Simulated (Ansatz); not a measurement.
This script for the Python package of Ansatz (0.2.0) starts 4 runs on BH₁₀N₃Si₂, SMILES NB(N)N([SiH3])[SiH3]. What input does the engine get in each?

`run_disp.py`:
```python
import logging
import sys

import ansatz as az
from ase import Atoms

logging.basicConfig(stream=sys.stdout, format='%(levelname)s %(message)s')
log = logging.getLogger('calc')
log.setLevel(logging.INFO)


def main() -> None:
    atoms = Atoms(['N', 'B', 'N', 'N', 'Si', 'Si', 'H', 'H', 'H', 'H', 'H', 'H', 'H', 'H', 'H', 'H'], positions=[
        [-1.6542, -1.4204, -1.2615],
        [-0.8365, -0.6621, -0.2251],
        [-1.3083, -0.6418, 1.2315],
        [0.4401, 0.0593, -0.6761],
        [0.3149, 1.8212, -0.3555],
        [1.8718, -0.5842, 0.1953],
        [-1.9971, -0.7158, -1.9523],
        [-2.4966, -1.8112, -0.783],
        [-0.5568, -1.0466, 1.8319],
        [-1.4528, 0.3502, 1.5218],
        [0.3095, 2.0808, 1.0928],
        [1.4657, 2.5098, -0.959],
        [-0.9223, 2.3461, -0.9534],
        [1.8062, -0.2309, 1.6221],
        [3.0947, -0.0071, -0.3828],
        [1.9217, -2.0473, 0.0533],
    ])
    system = az.Crystal.molecule_from_ase(atoms)

    calculation = system.calculation().basis(gaussian='def2-SVP')
    for name in ['r2scan', 'pbe0']:
        for correction in ('d3bj', 'd4'):
            data = calculation.functional(name, dispersion=correction).run().report
            log.info(f'{name:8s} {correction:5s} total {data["free_energy_ev"]:.5f} eV, of which dispersion {1000 * data["dispersion"]["energy"]["ev"]:.2f} meV')


if __name__ == '__main__':
    main()
```

Run 1:
```yaml
crystal:
  periodic: [false, false, false]
  atoms:
    - { symbol: "N", position_ang: [-1.6542, -1.4204, -1.2615] }
    - { symbol: B, position_ang: [-0.8365, -0.6621, -0.2251] }
    - { symbol: "N", position_ang: [-1.3083, -0.6418, 1.2315] }
    - { symbol: "N", position_ang: [0.4401, 0.0593, -0.6761] }
    - { symbol: Si, position_ang: [0.3149, 1.8212, -0.3555] }
    - { symbol: Si, position_ang: [1.8718, -0.5842, 0.1953] }
    - { symbol: H, position_ang: [-1.9971, -0.7158, -1.9523] }
    - { symbol: H, position_ang: [-2.4966, -1.8112, -0.783] }
    - { symbol: H, position_ang: [-0.5568, -1.0466, 1.8319] }
    - { symbol: H, position_ang: [-1.4528, 0.3502, 1.5218] }
    - { symbol: H, position_ang: [0.3095, 2.0808, 1.0928] }
    - { symbol: H, position_ang: [1.4657, 2.5098, -0.959] }
    - { symbol: H, position_ang: [-0.9223, 2.3461, -0.9534] }
    - { symbol: H, position_ang: [1.8062, -0.2309, 1.6221] }
    - { symbol: H, position_ang: [3.0947, -0.0071, -0.3828] }
    - { symbol: H, position_ang: [1.9217, -2.0473, 0.0533] }
basis:
  gaussian:
    orbitals: def2-SVP
hamiltonian:
  xc: r2scan
  dispersion: d3bj
```

Run 2, against run 1:
```diff
-  dispersion: d3bj
+  dispersion: d4
```

Run 3, against run 1:
```diff
-  xc: r2scan
+  xc: pbe0
```

Run 4, against run 1:
```diff
-  xc: r2scan
-  dispersion: d3bj
+  xc: pbe0
+  dispersion: d4
```

```console
$ python run_disp.py
DeckWarning: the engine holds no damping parameters fitted to this dispersion correction and functional, so the run takes those fitted to r2scan beside the three-body term, which d3bj leaves out (hamiltonian.dispersion, under Limitations)
INFO r2scan   d3bj  total -21053.61465 eV, of which dispersion -129.64 meV
INFO r2scan   d4    total -21053.59569 eV, of which dispersion -110.68 meV
INFO pbe0     d3bj  total -21045.37517 eV, of which dispersion -386.15 meV
INFO pbe0     d4    total -21045.35563 eV, of which dispersion -366.61 meV
```
(Warnings from the package without file and line.)

Reading the output:
- Total energies depend on the basis set; only differences at equal settings carry meaning.
- The geometry is a force-field or estimated start, not a minimum of this method, and the basis set is short of its limit. D4 holds the three-body term, and d3bj doesn't.
- A dispersion term here runs with damping parameters fitted for another variant or functional.
- Wall time of the script: 44 s on 1 thread of Arm Neoverse V1, on a shared host, peak memory 0.4 GiB.
